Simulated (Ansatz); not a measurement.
# AlClH5NOSi: the cost of one run

Computed with Ansatz 0.2.0, Gaussian basis. Level: the settings change from run to run.

### 1 The relaxed structure

An earlier PBE0-D4 in a triple-zeta def2 set relaxation fixed the geometry.

SMILES `N[SiH](Cl)[AlH][OH]`, 10 atoms, charge 0, spin multiplicity 1.

Atoms are counted from 1 here; the program's logs count them from 0.

Bond lengths: N1–Si2 1.707 Å, N1–H6 1.008 Å, N1–H7 1.008 Å, Si2–Cl3 2.105 Å, Si2–Al4 2.444 Å, Si2–H8 1.485 Å, Al4–O5 1.700 Å, Al4–H9 1.587 Å, O5–H10 0.956 Å. Angles: Si2–N1–H6 121.7°, Si2–N1–H7 119.6°, H6–N1–H7 111.7°, N1–Si2–Cl3 114.4°, N1–Si2–Al4 109.1°, N1–Si2–H8 107.2°, Cl3–Si2–Al4 104.1°, Cl3–Si2–H8 103.0°, Al4–Si2–H8 119.2°, Si2–Al4–O5 111.4°, Si2–Al4–H9 128.3°, O5–Al4–H9 120.3°, Al4–O5–H10 124.2°.

### 2 B97/pcseg-2

This run has charge -1, multiplicity 2, coordinates scaled by 1.25, density fitting with cc-pVTZ-jkfit.

in.yaml

```yaml
crystal:
  periodic: [false, false, false]
  atoms:
    - {symbol: N, position_ang: [-0.522841, -1.914659, -1.163954]}
    - {symbol: Si, position_ang: [0.091081, -1.210926, 0.754598]}
    - {symbol: Cl, position_ang: [2.609314, -1.701234, 1.338080]}
    - {symbol: Al, position_ang: [-0.103790, 1.836800, 0.812053]}
    - {symbol: O, position_ang: [-0.048810, 2.653766, -1.148984]}
    - {symbol: H, position_ang: [-0.598032, -3.145127, -1.424056]}
    - {symbol: H, position_ang: [-0.252527, -1.237880, -2.191343]}
    - {symbol: H, position_ang: [-0.833556, -2.202117, 2.023182]}
    - {symbol: H, position_ang: [-0.196875, 3.032780, 2.392199]}
    - {symbol: H, position_ang: [-0.040089, 3.824721, -1.388148]}
basis:
  gaussian: {orbitals: pcseg-2, fitting: {mean_field: cc-pVTZ-jkfit}}
total_charge: -1
magnetization: {spin_polarized: true, initial_magnetization: 1}
hamiltonian: {xc: {name: B97}}
```

On the command line:

```bash
ansatz run in.yaml --threads 4 --pin off --events-out ev --progress --plain --max-ram 10444MiB
```

Q: Estimate wall time and peak memory on 4 threads of Intel Xeon at 2.80GHz, shared host.

About 9.5 s, with a peak of 0.65 GiB.
